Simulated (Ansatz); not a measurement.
**FGeH₄NO: how energies converge with the basis set**

The task here is to estimate one member of a computed series from the others.

Computed with Ansatz 0.2.0, Gaussian basis. Level: one geometry, several basis sets.

Levels to be run: PBE0-D4/def2-SVP; ωB97M-V/def2-SVP; PBE0-D4/def2-QZVPP; ωB97M-V/def2-QZVPP; the functionals' def2-TZVPP values are taken from earlier runs.

## Structure used throughout

All runs share one geometry, relaxed beforehand with PBE0-D4 in a triple-zeta def2 set.

SMILES `[NH2][GeH]([OH])[F]`, 8 atoms, charge 0, spin multiplicity 1.

Atoms are counted from 1 here; the program's logs count them from 0.

Bond lengths: N1–Ge2 1.798 Å, N1–H5 1.009 Å, N1–H6 1.008 Å, Ge2–O3 1.759 Å, Ge2–F4 1.748 Å, Ge2–H7 1.529 Å, O3–H8 0.960 Å. Angles: Ge2–N1–H5 115.9°, Ge2–N1–H6 117.1°, H5–N1–H6 110.8°, N1–Ge2–O3 105.4°, N1–Ge2–F4 114.0°, N1–Ge2–H7 112.3°, O3–Ge2–F4 104.2°, O3–Ge2–H7 115.6°, F4–Ge2–H7 105.3°, Ge2–O3–H8 111.9°.

Geometry (Å):

```csv
atom,x (Å),y (Å),z (Å)
N1,-0.5842,1.2816,0.0719
Ge2,0.4300,-0.1769,-0.2072
O3,0.3325,-1.1068,1.2823
F4,-0.1996,-1.2573,-1.4292
H5,-1.5048,1.1120,0.4494
H6,-0.6221,1.9629,-0.6706
H7,1.8422,0.1784,-0.6722
H8,0.3982,-2.0511,1.1197
```

The first run:

in.yaml

```yaml
crystal:
  periodic: [false, false, false]
  atoms:
    - {symbol: N, position_ang: [-0.584242, 1.281609, 0.071889]}
    - {symbol: Ge, position_ang: [0.429993, -0.176885, -0.207171]}
    - {symbol: O, position_ang: [0.332468, -1.106850, 1.282329]}
    - {symbol: F, position_ang: [-0.199553, -1.257313, -1.429244]}
    - {symbol: H, position_ang: [-1.504761, 1.112032, 0.449350]}
    - {symbol: H, position_ang: [-0.622144, 1.962897, -0.670626]}
    - {symbol: H, position_ang: [1.842246, 0.178432, -0.672158]}
    - {symbol: H, position_ang: [0.398191, -2.051122, 1.119730]}
basis:
  gaussian: {orbitals: def2-SVP}
hamiltonian: {xc: pbe0, dispersion: d4}
output: {orbitals: {seedname: orbitals}}
```

Started as:

```bash
$ ansatz run in.yaml --threads 2 --pin off --events-out ev --progress --plain --max-ram 4352MiB
```

Steps of the session up to this table: PBE0-D4 in def2-SVP; ωB97M-V in def2-SVP; PBE0-D4 in def2-QZVPP; ωB97M-V in def2-QZVPP.

One table of the session follows, with a row left open; its other results are not shown here.

| functional | basis | HOMO (eV) | LUMO (eV) |
| --- | --- | --- | --- |
| PBE0-D4 | def2-SVP | -7.88 | 0.94 |
| PBE0-D4 | def2-TZVPP | -8.14 | 0.46 |
| PBE0-D4 | def2-QZVPP | -8.20 | 0.20 |
| ωB97M-V | def2-SVP | ? | ? |
| ωB97M-V | def2-TZVPP | -10.56 | 2.06 |
| ωB97M-V | def2-QZVPP | -10.63 | 1.60 |

Q: Estimate the row for ωB97M-V, def2-SVP from the others.

**Answer.** HOMO (eV): -10.29; LUMO (eV): 2.77. In the column «HOMO (eV)» it lies between ωB97M-V, def2-TZVPP (-10.56) and PBE0-D4, def2-QZVPP (-8.20).
